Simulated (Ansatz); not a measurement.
# AlFe3B (Pm-3m) in Ansatz: equation of state

Aim: energy against volume of AlFe3B in PBEsol, for its equilibrium volume and stiffness.

Program: Ansatz 0.2.0. These are calculated values, not measurements. Logs are shortened: lines on timing, memory, paths and dates and some standing lists are left out, and cuts for length are marked.

### 1 Starting point

The structure is cubic, space group Pm-3m (No. 221). Conventional cell: a = 3.822 Å, b = 3.822 Å, c = 3.822 Å, α = 90.00°, β = 90.00°, γ = 90.00°. Fe (site symmetry 4/mmm) is surrounded by 2 B at 1.91 Å. Al (site symmetry m-3m) has 12 Fe at 2.70 Å as nearest neighbours. B (site symmetry m-3m) is surrounded by 6 Fe at 1.91 Å.

The cell comes from a database or a generator and needn't be the stable form of this composition.

### 2 Single point, PBEsol, collinear spin, ferromagnetic start, 10.50 Å³/atom (volume scaled by 0.94)

The input, input.yaml:

```yaml
crystal:
  lattice:
    - [3.7442935342, 0.0, 0.0]
    - [0.0, 3.7442935342, 0.0]
    - [0.0, 0.0, 3.7442935342]
  atoms:
    - { symbol: Fe, position: [0.0, 0.0, 0.5], spin: 3.0 }
    - { symbol: Fe, position: [0.0, 0.5, 0.0], spin: 3.0 }
    - { symbol: Fe, position: [0.5, 0.0, 0.0], spin: 3.0 }
    - { symbol: Al, position: [0.5, 0.5, 0.5] }
    - { symbol: B, position: [0.0, 0.0, 0.0] }
hamiltonian:
  xc: pbesol
  pseudopotentials: { kind: paw }
magnetization:
  spin_polarized: true
kpoints:
  mp_grid: { grid: [7, 7, 7] }
scf:
  occupations: { method: fermi_dirac, width: 0.05 }
output:
  forces: true
  stress: true
  eigenvalues: true
  write_density: true
  write_potential: true
  elf: true
  volumetric_format: npy
```

Potentials or basis: Ansatz PAW.

Command:

```sh
$ ansatz run input.yaml --threads 2 --pin off --max-ram 5632MiB --backend cpu --events-out ev --progress --plain --runs-dir out
```

The program printed:

```text
Warning: RAYON_NUM_THREADS=2 ignored (pool sized by the plan → 2); use --threads N
Engine: ansatz 0.2.0, aarch64-unknown-linux-gnu
Pseudopotentials: kind: paw
Pseudopotential: Fe, paw, valence charge 16, recommended cutoff 420 eV (normal), Fe.paw.azcp
Pseudopotential: Al, paw, valence charge 3, recommended cutoff 420 eV (normal), Al.paw.azcp
Pseudopotential: B, paw, valence charge 3, recommended cutoff 420 eV (normal), B.paw.azcp
Functional definition: PBEsol
  exchange = pbesol_x
  correlation = pbesol_c
Crystal: 5 atoms, lattice volume = 52.494 Å³
Basis set: ecut = 420 eV, 1021 PW (Γ), exchange–correlation on 54×54×54 points (8 copies of the dense FFT grid, shifted against one another)
Bands: 38, of which v1, the nominal top of the filled ones, is band 27 counted from 1 (26 counted from 0)
Symmetry: 48 space group operations
Space group: Pm-3m (ITA 221), of the structure as read, at distance tolerance 3.7e-5 Å
Magnetic group: BNS 221.92 (UNI 1594), of the structure as read, at distance tolerance 3.7e-5 Å
k-points: 20 of 343
Non-local potential: Fe, projectors of the file, l = 0: 3, l = 1: 2, l = 2: 3, l = 3: 1
Non-local potential: Al, projectors of the file, l = 0: 2, l = 1: 2, l = 2: 1
Non-local potential: B, projectors of the file, l = 0: 2, l = 1: 2, l = 2: 1
PAW form: soft (Blöchl's): semilocal exchange-correlation on the pseudo side does not see the compensation charge
PAW frozen core: Fe, regenerated for the run's functional, and the local potential with it (the file was generated under x = pbe(κ = 0.804, μ = 0.2195149727645171), c = pbe(β = 0.06672455060314922))
PAW frozen core: Al, regenerated for the run's functional, and the local potential with it (the file was generated under x = pbe(κ = 0.804, μ = 0.2195149727645171), c = pbe(β = 0.06672455060314922))
PAW frozen core: B, regenerated for the run's functional, and the local potential with it (the file was generated under x = pbe(κ = 0.804, μ = 0.2195149727645171), c = pbe(β = 0.06672455060314922))
PAW one-centre angular grid: Fe, 590 points (default); XC on 64 Gauss nodes
PAW one-centre angular grid: Al, 110 points (default); XC on 64 Gauss nodes
PAW one-centre angular grid: B, 110 points (default); XC on 64 Gauss nodes
Initial density: superposition of atomic densities (chi_scale 0.1, normalization cell)
Starting moments: Σ|m| = 9 μB on 3 of 5 sites
Initial wavefunctions: pseudopotential atomic-orbital guess
Functional: x = pbesol(κ = 0.804, μ = 0.12345679012345678), c = pbesol(β = 0.046)
SCF iter   1: F=—  HF=-14028.822032 eV  |F-HF|=—  |Δ(HF+E_count)|=         —  Δρ=2.15e-1 (↑2.15e-1 ↓8.84e-2)  dr2=1.72e1  dr2_m=8.99e0  M=3.779 μB ∫|m|=4.305 μB  β_m=0.30  ethr=3.10e-3  ⟨swp⟩=6.4  Hψ=5614  notcnv=0
[... 14 lines left out ...]
SCF iter  12: F=—  HF=-14024.624990 eV  |F-HF|=—  |Δ(HF+E_count)|=   2.35e-8  Δρ=2.36e-6 (↑2.36e-6 ↓1.93e-6)  dr2=5.78e-9  dr2_m=1.50e-10  M=3.996 μB ∫|m|=4.664 μB  β_m=0.98  ethr=4.96e-10  ⟨swp⟩=2.0  Hψ=1993  notcnv=0  defer=112
SCF iter  13: F=-14024.624990 eV  HF=-14024.624990 eV  |F-HF|=3.04e-10  |Δ(HF+E_count)|=  7.13e-10  Δρ=4.98e-7 (↑4.98e-7 ↓4.52e-7)  dr2=4.55e-10  dr2_m=3.58e-12  M=3.996 μB ∫|m|=4.664 μB  ethr=1.07e-11  ⟨swp⟩=11.0  Hψ=8905  notcnv=0
SCF 1 converged in 13 iterations: F = -14024.624990 eV  dr2 = 4.55e-10
SCF converged after 13 iterations
Magnetization: 3.9963 μB (28.9981 up, 25.0019 down)
Absolute magnetization: 4.6645 μB (∫|ρ↑−ρ↓|, with the PAW one-centre terms)
Spin contamination: 0.0749 ħ² per cell (⟨S²⟩ above its minimum at these occupations)
Per-site moments (μB) at R_I (Å): [(1.3061283482848303, 0.7722605414287501), (1.3061283482848303, 0.7722605414287501), (1.3061283482848303, 0.7722605414287501), (-0.091950975774733, 1.0921413313741277), (-0.09274203255854556, 0.7722605414287501)]
Free energy (F): -14024.624990 eV
Harris-Foulkes:  -14024.624990 eV  (|F-HF|=3.04e-10)
Internal energy: -14024.594239 eV  (E = F + TS)
E sigma→0 (E₀):  -14024.609615 eV
Entropy (-TS):   -0.030751 eV (-6.150 meV/atom)
Fermi energy:    15.714548 eV
--- Per-component energies (eV) ---
  E_band       = -714.134024
  E_kinetic    = 1143.277744
  E_local      = -7830.812758  (includes V_loc(G=0)·N_el)
  E_nonlocal   = 673.952310
  E_hartree    = 3361.192511
  E_xc         = -429.009801
  E_vxc        = -529.805448  (∫ρ·V_xc dr)
  E_paw        = -4531.546831  (= ΣΔE_a)
  E_vpaw       = -893.132377  (= ΣTr[D̂ρ^β])
  E_aug_tail   = 0.002145  (compensation charges beyond the density's cutoff)
  E_ewald      = -6412.221014
  E_core_change = 0.571455  (= ΣΔE_core)
  E_smearing   = -0.030751  (= −TS)
  E_closure    = 0.000000  (closes the sum)
  Σ components = -14024.624990   (vs F -14024.624990, Δ=0.00e0)
--- Forces (eV/Å), atoms counted from 1 ---
  atom   1  Fe     0.00000000     0.00000000     0.00000000
  atom   2  Fe     0.00000000     0.00000000    -0.00000000
  atom   3  Fe     0.00000000    -0.00000000     0.00000000
  atom   4  Al     0.00000000    -0.00000000     0.00000000
  atom   5  B     -0.00000000     0.00000000    -0.00000000
  max |Σ_I F_I| component: 8.14e-29 eV/Å
--- Stress (GPa, compression-positive) ---
        4.843822       0.000000      -0.000000
        0.000000       4.843822       0.000000
        0.000000       0.000000       4.843822
  P = ⅓ Tr σ = 4.8438 GPa (48.438 kbar)
--- Band table (eV; the first three rows and the last of 40) ---
  k-point 0 ↑: bands = ["-71.6732", "-71.6299", "-71.6299", "-37.9598", "-37.9598", "-37.9598", "-37.8833", "-37.8833", "-37.8833", "-37.7296", "-37.7296", "-37.7296", "4.5644", "8.7177", "11.9812", "11.9812", "11.9812", "12.1727", "12.1727", "13.8808", "13.8808", "13.8808", "14.1555", "14.1555", "14.1555", "14.7465", "14.7465", "15.5893", "15.6861", "15.6861", "15.6861", "20.6940", "20.6940", "20.6940", "20.8786", "21.6889", "21.6889", "28.1805"]
  k-point 1 ↑: bands = ["-71.6713", "-71.6318", "-71.6299", "-37.9550", "-37.9550", "-37.9527", "-37.8848", "-37.8848", "-37.8837", "-37.7369", "-37.7330", "-37.7330", "4.7674", "8.8014", "11.8873", "11.9881", "11.9881", "12.0371", "12.3224", "13.2160", "13.3993", "13.3993", "14.0896", "14.3711", "14.3711", "14.7481", "14.7517", "15.4919", "15.6863", "16.0573", "16.0573", "20.2996", "20.7976", "20.7976", "21.2942", "21.7042", "22.7197", "26.7426"]
  k-point 2 ↑: bands = ["-71.6662", "-71.6370", "-71.6299", "-37.9426", "-37.9426", "-37.9347", "-37.8893", "-37.8893", "-37.8845", "-37.7554", "-37.7409", "-37.7409", "5.3414", "8.8402", "11.0695", "12.0251", "12.0251", "12.1780", "12.5583", "12.7189", "12.8482", "12.8482", "13.9261", "14.3360", "14.3802", "14.3802", "14.7556", "15.2219", "15.6868", "16.9133", "16.9133", "20.2025", "20.8743", "20.8743", "21.5452", "21.7513", "24.9282", "25.4968"]
  k-point 19 ↓: bands = ["-70.0023", "-70.0001", "-70.0001", "-36.6717", "-36.4054", "-36.4054", "-36.2131", "-36.2120", "-36.2120", "-36.0567", "-36.0567", "-36.0557", "8.7968", "9.8746", "9.8746", "10.2661", "10.5131", "13.3327", "13.4799", "13.4799", "14.7611", "14.7611", "14.8481", "14.8481", "14.9145", "14.9564", "16.3295", "16.3295", "17.0200", "17.0868", "17.0868", "19.4925", "19.5780", "19.5780", "20.0383", "27.8970", "28.2290", "28.2290"]
```

rho_z.tsv:

```text
# z_ang	rho[e/angstrom^3]	rho_spin[e/angstrom^3]
# format = ansatz-planar-average/11
# lattice	3.744293534	0.000000000	0.000000000
# lattice	0.000000000	3.744293534	0.000000000
# lattice	0.000000000	0.000000000	3.744293534
# sites	5
# site	26	0.000000000	0.000000000	1.872146767
# site	26	0.000000000	1.872146767	0.000000000
# site	26	1.872146767	0.000000000	0.000000000
# site	13	1.872146767	1.872146767	1.872146767
# site	5	0.000000000	0.000000000	0.000000000
0.000000	2.912209e0	2.264019e-1
0.138678	2.616606e0	2.133554e-1
0.277355	1.937446e0	1.704520e-1
0.416033	1.249670e0	1.087485e-1
0.554710	7.612592e-1	5.519834e-2
0.693388	4.877091e-1	2.265485e-2
[... 19 lines left out ...]
3.466938	1.937446e0	1.704520e-1
3.605616	2.616606e0	2.133554e-1
```

It took 5.2 s on 2 threads of Arm Neoverse V2, shared host; peak memory 0.38 GiB.

Results:

| Item | Value |
| --- | --- |
| Free energy | -14024.6250 eV |
| Pressure | 4.8 GPa |
| Band gap on the k mesh | none (metal or under the smearing width) |
| Net moment | 4.00 μB per cell |
| Absolute moment | 4.66 μB per cell |
| Site moments | Fe +1.31; Al -0.09; B -0.09 μB |

Caveat: the PAW data sets come from PBE, with cores solved anew for the run's functional, which leaves a small shift of forces and pressure.

### 3 Single point, PBEsol, collinear spin, ferromagnetic start, 10.72 Å³/atom (volume scaled by 0.96)

input.yaml: that of step 2 with these lines changed.

```diff
@@ -2,5 +2,5 @@
   lattice:
-    - [3.7442935342, 0.0, 0.0]
-    - [0.0, 3.7442935342, 0.0]
-    - [0.0, 0.0, 3.7442935342]
+    - [3.7706626674, 0.0, 0.0]
+    - [0.0, 3.7706626674, 0.0]
+    - [0.0, 0.0, 3.7706626674]
   atoms:
@@ -24,5 +24 @@
   eigenvalues: true
-  write_density: true
-  write_potential: true
-  elf: true
-  volumetric_format: npy
```

Potentials or basis: Ansatz PAW.

Command:

```sh
$ ansatz run input.yaml --threads 2 --pin off --max-ram 5632MiB --backend cpu --events-out ev --progress --plain --runs-dir out
```

Wall time 4.3 s (2 threads of Arm Neoverse V2, shared host); peak memory 0.36 GiB.

It converged, with:

| Quantity | Value |
| --- | --- |
| Free energy | -14024.6425 eV |
| Pressure | 0.3 GPa |
| Band gap on the k mesh | none (metal or under the smearing width) |
| Net moment | 4.06 μB per cell |
| Absolute moment | 4.77 μB per cell |
| Site moments | Fe +1.34; Al -0.10; B -0.10 μB |

Caveat: the PAW data sets come from PBE, with cores solved anew for the run's functional, which leaves a small shift of forces and pressure.

### 4 Single point, PBEsol, collinear spin, ferromagnetic start, 10.95 Å³/atom (volume scaled by 0.98)

input.yaml: that of step 3 with these lines changed.

```diff
@@ -2,5 +2,5 @@
   lattice:
-    - [3.7706626674, 0.0, 0.0]
-    - [0.0, 3.7706626674, 0.0]
-    - [0.0, 0.0, 3.7706626674]
+    - [3.7966680592, 0.0, 0.0]
+    - [0.0, 3.7966680592, 0.0]
+    - [0.0, 0.0, 3.7966680592]
   atoms:
```

Command:

```sh
$ ansatz run input.yaml --threads 2 --pin off --max-ram 5632MiB --backend cpu --events-out ev --progress --plain --runs-dir out
```

Wall time 4.4 s (2 threads of Arm Neoverse V2, shared host); peak memory 0.36 GiB.

Results (log left out):

| Item | Value |
| --- | --- |
| Free energy | -14024.6296 eV |
| Pressure | -3.9 GPa |
| Band gap on the k mesh | none (metal or under the smearing width) |
| Net moment | 4.09 μB per cell |
| Absolute moment | 4.84 μB per cell |
| Site moments | Fe +1.36; Al -0.10; B -0.10 μB |

Caveat: the PAW data sets come from PBE, with cores solved anew for the run's functional, which leaves a small shift of forces and pressure.

### 5 Single point, PBEsol, collinear spin, ferromagnetic start, 11.17 Å³/atom

input.yaml: that of step 4 with these lines changed.

```diff
@@ -2,5 +2,5 @@
   lattice:
-    - [3.7966680592, 0.0, 0.0]
-    - [0.0, 3.7966680592, 0.0]
-    - [0.0, 0.0, 3.7966680592]
+    - [3.822322, 0.0, 0.0]
+    - [0.0, 3.822322, 0.0]
+    - [0.0, 0.0, 3.822322]
   atoms:
```

Command:

```sh
$ ansatz run input.yaml --threads 2 --pin off --max-ram 5632MiB --backend cpu --events-out ev --progress --plain --runs-dir out
```

Run time: 4.5 s. Hardware: 2 threads of Arm Neoverse V2, shared host; peak memory 0.38 GiB.

Results (log left out):

| Property | Result |
| --- | --- |
| Free energy | -14024.5889 eV |
| Pressure | -7.7 GPa |
| Band gap on the k mesh | none (metal or under the smearing width) |
| Net moment | 4.11 μB per cell |
| Absolute moment | 4.90 μB per cell |
| Site moments | Fe +1.37; Al -0.11; B -0.11 μB |

Caveat: the PAW data sets come from PBE, with cores solved anew for the run's functional, which leaves a small shift of forces and pressure.

### 6 Single point, PBEsol, collinear spin, ferromagnetic start, 11.39 Å³/atom (volume scaled by 1.02)

input.yaml: that of step 5 with these lines changed.

```diff
@@ -2,5 +2,5 @@
   lattice:
-    - [3.822322, 0.0, 0.0]
-    - [0.0, 3.822322, 0.0]
-    - [0.0, 0.0, 3.822322]
+    - [3.8476361285, 0.0, 0.0]
+    - [0.0, 3.8476361285, 0.0]
+    - [0.0, 0.0, 3.8476361285]
   atoms:
```

Potentials or basis: Ansatz PAW.

Command:

```sh
$ ansatz run input.yaml --threads 2 --pin off --max-ram 5632MiB --backend cpu --events-out ev --progress --plain --runs-dir out
```

It took 4.5 s on 2 threads of Arm Neoverse V2, shared host; peak memory 0.38 GiB.

It converged, with:

```
Free energy            : -14024.5234 eV
Pressure               : -11.1 GPa
Band gap on the k mesh : none (metal or under the smearing width)
Net moment             : 4.13 μB per cell
Absolute moment        : 4.96 μB per cell
Site moments           : Fe +1.39; Al -0.11; B -0.11 μB
```

Caveat: the PAW data sets come from PBE, with cores solved anew for the run's functional, which leaves a small shift of forces and pressure.

### 7 Single point, PBEsol, collinear spin, ferromagnetic start, 11.62 Å³/atom (volume scaled by 1.04)

input.yaml: that of step 6 with these lines changed.

```diff
@@ -2,5 +2,5 @@
   lattice:
-    - [3.8476361285, 0.0, 0.0]
-    - [0.0, 3.8476361285, 0.0]
-    - [0.0, 0.0, 3.8476361285]
+    - [3.8726214787, 0.0, 0.0]
+    - [0.0, 3.8726214787, 0.0]
+    - [0.0, 0.0, 3.8726214787]
   atoms:
```

Command:

```sh
$ ansatz run input.yaml --threads 2 --pin off --max-ram 5632MiB --backend cpu --events-out ev --progress --plain --runs-dir out
```

Run time: 4.7 s. Hardware: 2 threads of Arm Neoverse V2, shared host; peak memory 0.38 GiB.

It converged, with:

* Free energy: -14024.4357 eV
* Pressure: -14.0 GPa
* Band gap on the k mesh: none (metal or under the smearing width)
* Net moment: 4.17 μB per cell
* Absolute moment: 5.04 μB per cell
* Site moments: Fe +1.41; Al -0.12; B -0.11 μB

Caveat: the PAW data sets come from PBE, with cores solved anew for the run's functional, which leaves a small shift of forces and pressure.

### 8 Single point, PBEsol, collinear spin, ferromagnetic start, 11.84 Å³/atom (volume scaled by 1.06)

input.yaml: that of step 7 with these lines changed.

```diff
@@ -2,5 +2,5 @@
   lattice:
-    - [3.8726214787, 0.0, 0.0]
-    - [0.0, 3.8726214787, 0.0]
-    - [0.0, 0.0, 3.8726214787]
+    - [3.8972885226, 0.0, 0.0]
+    - [0.0, 3.8972885226, 0.0]
+    - [0.0, 0.0, 3.8972885226]
   atoms:
```

Command:

```sh
$ ansatz run input.yaml --threads 2 --pin off --max-ram 5632MiB --backend cpu --events-out ev --progress --plain --runs-dir out
```

It took 4.6 s on 2 threads of Arm Neoverse V2, shared host; peak memory 0.37 GiB.

Results (log left out):

```
Free energy            : -14024.3290 eV
Pressure               : -16.6 GPa
Band gap on the k mesh : none (metal or under the smearing width)
Net moment             : 4.24 μB per cell
Absolute moment        : 5.14 μB per cell
Site moments           : Fe +1.44; Al -0.12; B -0.12 μB
```

Caveat: the PAW data sets come from PBE, with cores solved anew for the run's functional, which leaves a small shift of forces and pressure.

### 9 Equation of state, PBEsol, collinear spin, ferromagnetic start

Potentials or basis: Ansatz PAW.

No new run: the results of the series are fitted here.

Results:

* Equilibrium volume: 10.73 Å³/atom
* Bulk modulus: 212 GPa
* Pressure derivative of the bulk modulus: 4.5 (rough: it moves with the points fitted)

Energy against volume, from the lowest point:
```tsv
volume (Å³/atom)	energy (meV/atom)
10.499	3.51
10.722	0.00
10.946	2.58
11.169	10.72
11.392	23.84
11.616	41.36
11.839	62.71
```
